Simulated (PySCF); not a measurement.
# [DyH2]+: other functionals and bases at one geometry

An exercise on one series of results from a longer session: the logs are not shown, and one member is left open.

Program: PySCF 2.14.0. Level of theory: several levels, as the steps say, no spin–orbit coupling. These are calculated values, not measurements.

1 further run of the same task is left out (for a known fault of the program).

## Where the work starts

3 atoms, charge 1, spin multiplicity 1.

Bond lengths: Dy1–H2 1.907 Å, Dy1–H3 1.907 Å. Angles: H2–Dy1–H3 104.7°.

As a file:

```xyz
3

Dy    0.0000    0.0000   -0.1922
H     1.5097    0.0000    0.9734
H    -1.5097    0.0000    0.9734
```

Formal oxidation states: Dy +3. Each metal's 9 4f electrons lie in its core potential, so multiplicities, spins and levels count the valence alone. An earlier session relaxed this geometry at PBE0, Dy lcecp-1-SVP with ECP55, H def2-SVP (singlet, point group C2v).

At PBE0 on the finer grid: E = -37.936600 Eh, HOMO -12.80 eV, LUMO -7.85 eV, Mulliken charge on Dy1 +1.20 e, largest force component 0.003 eV/Å. 

Levels to run: TPSSh; CAM-B3LYP; PBE0, TZVP. Hardware: 2 threads of Arm Neoverse V1, shared host.

Set-up of the first run:

run.py (the lines that set the calculation) reads:

```python
mol = gto.M(atom='''
Dy     0.00000     0.00000    -0.19222
H      1.50974     0.00000     0.97343
H     -1.50974     0.00000     0.97343''',
    basis={'Dy': 'lcecp-1-SVP', 'H': 'def2-SVP'},
    ecp={'Dy': 'lcecp-1-SVP'},
    charge=1, spin=0)
mf = dft.RKS(mol, xc='TPSSH')
mf.grids.atom_grid = (75, 302)  # f atoms: unpruned, at least (60, 302)
mf = mf.density_fit()  # fitting sets: Dy AutoAux, H def2-universal-JKFIT
mf.conv_tol = 1e-08; mf.max_cycle = 55
mf.kernel(dm0)  # dm0: the density of the relaxed state
```

Command:

```console
$ OMP_NUM_THREADS=2 python run.py
```

Among the steps run: TPSSh; CAM-B3LYP; PBE0, TZVP.

One of the session's tables, all rows but one given; the rest of the session is left out.

```
              level  HOMO (eV)  gap (eV)  charge on Dy1 (e)  dipole (D)  largest force component (eV/Å)
PBE0 (relaxed here)     -12.80      4.95               1.20        4.36                            0.00
              TPSSh          ?         ?                  ?           ?                               ?
          CAM-B3LYP     -14.15      7.06               1.20        4.60                            0.07
         PBE0, TZVP     -12.79      4.97               1.27        4.44                            0.06
```

**Question.** Estimate the row for TPSSh.

The run gave: HOMO (eV): -12.23; gap (eV): 4.06; charge on Dy1 (e): 1.26; dipole (D): 4.43; largest force component (eV/Å): 0.05. In the column «HOMO (eV)» it is the highest.

The dipole of a charged species depends on the origin, so these sizes hold for this origin alone.

In one basis the HOMO–LUMO gap runs from 4.06 eV (TPSSh) to 7.06 eV (CAM-B3LYP). The largest leftover force, 0.07 eV/Å with CAM-B3LYP, stands at a geometry relaxed at another level. With 4f in the core, its levels are missing from HOMO and gap, and its count is fixed, so no charge can pass from the ligands into it. Total energies of different levels can't be compared.
